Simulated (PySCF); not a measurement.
# C7H14OSi: the cost of one run

Programs: PySCF 2.14.0, with density-fitted response routines of our own. Each step states its level of theory. These are calculated values for one molecule, in the gas phase or a continuum, unless marked as measured. Atoms are numbered from 0 throughout.

## 1. The molecule as given

23 atoms, charge 0, multiplicity 1; geometry from: GFN2-xTB. The atoms were then displaced at random by about 0.01 Å, so the start is not that level's minimum.

Bonds of the start (Å): C0–C1 1.32, C1–C2 1.46, C2–C3 1.37, C3–C4 1.46, C4–O5 1.39, O5–Si6 1.63, C2–C7 1.47, C7–C8 1.54, C0–H9 1.08, C0–H10 1.10, C1–H11 1.10, C3–H12 1.10, C4–H13 1.12, C4–H14 1.11, Si6–H15 1.45, Si6–H16 1.48, Si6–H17 1.45, C7–H18 1.09, C7–H19 1.11, C8–H20 1.11, C8–H21 1.09, C8–H22 1.05.

## 2. Optimising the geometry at PBE0-D3(BJ)/def2-SVP

Job settings and geometry (Å):

```
{"job": {"xc": "PBE0", "basis": "def2-SVP", "d3": "d3bj", "grid": 1, "shake": 0.01, "kind": "geom"}, "charge": 0, "multiplicity": 1}
C     -1.356720    -0.712680     2.661150
C     -0.490670    -0.524090     1.683800
C     -0.777680    -0.469880     0.248370
C      0.251260    -0.241930    -0.634380
C      1.665170    -0.009160    -0.350180
O      2.340320     0.252860    -1.538970
Si     3.894190     0.674580    -1.776670
C     -2.160600    -0.623130    -0.229900
C     -2.933790     0.704220    -0.126070
H     -1.077530    -0.719320     3.700320
H     -2.440430    -0.801930     2.483180
H      0.562750    -0.411830     1.963160
H     -0.039320    -0.206110    -1.696640
H      1.772030     0.859140     0.343150
H      2.112200    -0.887430     0.155420
H      3.863490     0.822150    -3.215890
H      4.203690     1.937210    -1.078880
H      4.800630    -0.345870    -1.282040
H     -2.171830    -0.978660    -1.258700
H     -2.716020    -1.374410     0.377890
H     -3.975220     0.571930    -0.489880
H     -2.443360     1.420180    -0.787760
H     -2.934890     1.087700     0.852340
```

Run with:

```
> OMP_NUM_THREADS=1 python probes_run.py task.json out
```

One launch serves the whole session: the jobs run in the order shown.

Q: Estimate the wall time and peak memory of this first job on 1 thread of AMD EPYC 9R45, shared host.

About 2.4 min, with a peak of 0.89 GiB.
